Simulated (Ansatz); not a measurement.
# CH₂O₂Se: small, medium and large basis sets

One table from this session's results is given with a row withheld; the runs are named, their logs left out.

The runs use Ansatz 0.2.0, Gaussian basis; one geometry, several basis sets.

Levels to be run: PBE0-D4/def2-SVP; ωB97M-V/def2-SVP; PBE0-D4/def2-QZVPP; ωB97M-V/def2-QZVPP; the functionals' def2-TZVPP values are taken from earlier runs.

**Structure used throughout**

The geometry comes from an earlier relaxation with PBE0-D4 in a triple-zeta def2 set; it is a stationary point.

SMILES `O=C(O)[SeH]`, 6 atoms, charge 0, spin multiplicity 1.

Atoms are counted from 1 here; the program's logs count them from 0.

Bond lengths: O1–C2 1.192 Å, C2–O3 1.339 Å, C2–Se4 1.921 Å, O3–H5 0.969 Å, Se4–H6 1.466 Å. Angles: O1–C2–O3 125.1°, O1–C2–Se4 126.5°, O3–C2–Se4 108.4°, C2–O3–H5 106.8°, C2–Se4–H6 91.4°.

Coordinates:

```
O    -0.27689   -0.66329    1.13819
C     0.11103   -0.15414    0.13292
O     1.32242   -0.33931   -0.40554
Se   -0.87265    1.05875   -0.98656
H     1.79697   -0.95249    0.17561
H    -2.03867    0.98638   -0.10082
```

Set-up of the first run:

File in.yaml:

```yaml
crystal:
  periodic: [false, false, false]
  atoms:
    - {symbol: O, position_ang: [-0.276893, -0.663286, 1.138194]}
    - {symbol: C, position_ang: [0.111034, -0.154141, 0.132917]}
    - {symbol: O, position_ang: [1.322417, -0.339305, -0.405539]}
    - {symbol: Se, position_ang: [-0.872655, 1.058745, -0.986559]}
    - {symbol: H, position_ang: [1.796971, -0.952495, 0.175612]}
    - {symbol: H, position_ang: [-2.038674, 0.986383, -0.100824]}
basis:
  gaussian: {orbitals: def2-SVP}
hamiltonian: {xc: pbe0, dispersion: d4}
output: {orbitals: {seedname: orbitals}}
```

Among the steps run: PBE0-D4 in def2-SVP; ωB97M-V in def2-SVP; PBE0-D4 in def2-QZVPP; ωB97M-V in def2-QZVPP.

One table of the session follows, with a row left open; its other results are not shown here.

It belongs to the step «Density functionals: the series». 

```
functional       basis  HOMO (eV)  LUMO (eV)
   PBE0-D4    def2-SVP      -7.38      -0.04
   PBE0-D4  def2-TZVPP      -7.55      -0.34
   PBE0-D4  def2-QZVPP      -7.58      -0.42
   ωB97M-V    def2-SVP      -9.54       2.06
   ωB97M-V  def2-TZVPP      -9.73       1.66
   ωB97M-V  def2-QZVPP          ?          ?
```

**Question.** Estimate the row for ωB97M-V, def2-QZVPP.

As computed: HOMO (eV): -9.76; LUMO (eV): 1.47. In the column «HOMO (eV)» it is the lowest.
